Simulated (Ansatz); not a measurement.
Write a Python script for the Python package of Ansatz (0.2.0) that makes a convergence test of the plane-wave cutoff of GdTl, space group Pm-3m. Settings (first run): r2SCAN, PAW, cutoff 250 eV, 9×9×9 k-points, Fermi-Dirac smearing of 0.1 eV, collinear spin. The script varies cutoff (eV): 250, 350, 450, 550.

```cif
data_structure
_symmetry_space_group_name_H-M 'P 1'
_symmetry_Int_Tables_number 1
_cell_length_a 3.8136
_cell_length_b 3.8136
_cell_length_c 3.8136
_cell_angle_alpha 90.000
_cell_angle_beta 90.000
_cell_angle_gamma 90.000
_cell_volume 55.46
loop_
_atom_site_label
_atom_site_type_symbol
_atom_site_fract_x
_atom_site_fract_y
_atom_site_fract_z
_atom_site_occupancy
Gd1 Gd 0.00000 0.00000 0.00000 1
Tl1 Tl 0.50000 0.50000 0.50000 1
```

The script, `ecut.py`:
```python
"""Cutoff test for GdTl."""

from dataclasses import dataclass

import ansatz as az
import matplotlib.pyplot as plt


@dataclass(frozen=True)
class Options:
    functional: str = "r2scan"
    mesh: tuple[int, ...] = (9, 9, 9)
    filling: str = "fermi_dirac"
    width_ev: float = 0.1


settings = Options()

gdtl = (
    az.Lattice.of([3.81356485, 0.0, 0.0], [0.0, 3.81356485, 0.0], [0.0, 0.0, 3.81356485])
    .atom("Gd", [0.0, 0.0, 0.0])
    .atom("Tl", [0.5, 0.5, 0.5])
    .moments(Gd=9.1)
)

base = (
    gdtl.calculation()
    .functional(settings.functional)
    .kpoints(*settings.mesh)
    .occupations(settings.filling, width=settings.width_ev)
    .spin(az.SpinTreatment.COLLINEAR)
    .stress()
)

rows = []
for value in [250, 350, 450, 550]:
    r = base.basis(value).run().report
    rows.append((value, r["free_energy_ev"] / len(r["lattice"]["sites"]), r["n_iterations"], sum(r["stress_gpa"][i][i] for i in range(3)) / 3, r["magnetization_mub"], r["n_pw"]))

print(" cutoff (eV)   F/atom (eV)    iterations       P (GPa)  moment (muB)   plane waves")
for row in rows:
    print(f"{str(row[0]):>12s}  {row[1]:12.5f}  {row[2]:12d}  {row[3]:12.3f}  {row[4]:12.3f}  {row[5]:12d}")

# differences from the last row
for row in rows[:-1]:
    shift = 1000 * (row[1] - rows[-1][1])
    print(f"{row[0]}: {shift:+.2f} meV/atom" + ("  (within 2 meV)" if abs(shift) < 2 else ""))
plt.figure(figsize=(4.5, 3))
plt.plot([str(row[0]) for row in rows], [1000 * (row[1] - rows[-1][1]) for row in rows], "o-")
plt.xlabel("cutoff (eV)")
plt.ylabel("F - F(last) (meV/atom)")
plt.tight_layout()
plt.savefig("ecut.png", dpi=100)
```

Running `python ecut.py` prints:
```text
DeckWarning: basis.ecutwfc = 250 eV is below the records' recommended 500 eV, and the density's cutoff is lower with it unless basis.ecutrho_ratio is high enough to keep the records' density cutoff: compare with a run at a higher cutoff
DeckWarning: where an SCF of this run starts from atoms to list the orders of its open shells, Gd (site 0, from 0) starts with 6.64 μB on its 4f shell and 0.64 μB on its 5d shell, in the place of the [...]
DeckWarning: basis.ecutwfc = 350 eV is below the records' recommended 500 eV, and the density's cutoff is lower with it unless basis.ecutrho_ratio is high enough to keep the records' density cutoff: compare with a run at a higher cutoff
DeckWarning: basis.ecutwfc = 450 eV is below the records' recommended 500 eV, and the density's cutoff is lower with it unless basis.ecutrho_ratio is high enough to keep the records' density cutoff: compare with a run at a higher cutoff
 cutoff (eV)   F/atom (eV)    iterations       P (GPa)  moment (muB)   plane waves
         250  -10401.20108            16         0.992         7.234           485
         350  -10402.84738            16         0.116         7.466           799
         450  -10402.86356            16         0.066         7.468          1213
         550  -10402.86557            16         0.067         7.468          1647
250: +1664.50 meV/atom
350: +18.19 meV/atom
450: +2.02 meV/atom
```
(Warnings from the package without file and line, shortened.)

Notes:
- Open f shells: without a Hubbard U, without spin-orbit coupling; the state reached hangs on the start and needn't be the lowest.
- Pressure is positive in compression.
- r2SCAN tends to overestimate the moments of itinerant magnets.
- The structure comes from a database of computed cells and needn't be a stable or known phase.
- Shifts are counted from the last row, which is itself no proven limit.
- Hardware and time: 50 s on 1 thread of Intel(R) Xeon(R) Processor @ 2.30GHz, with other jobs on the host, peak memory 0.79 GiB.
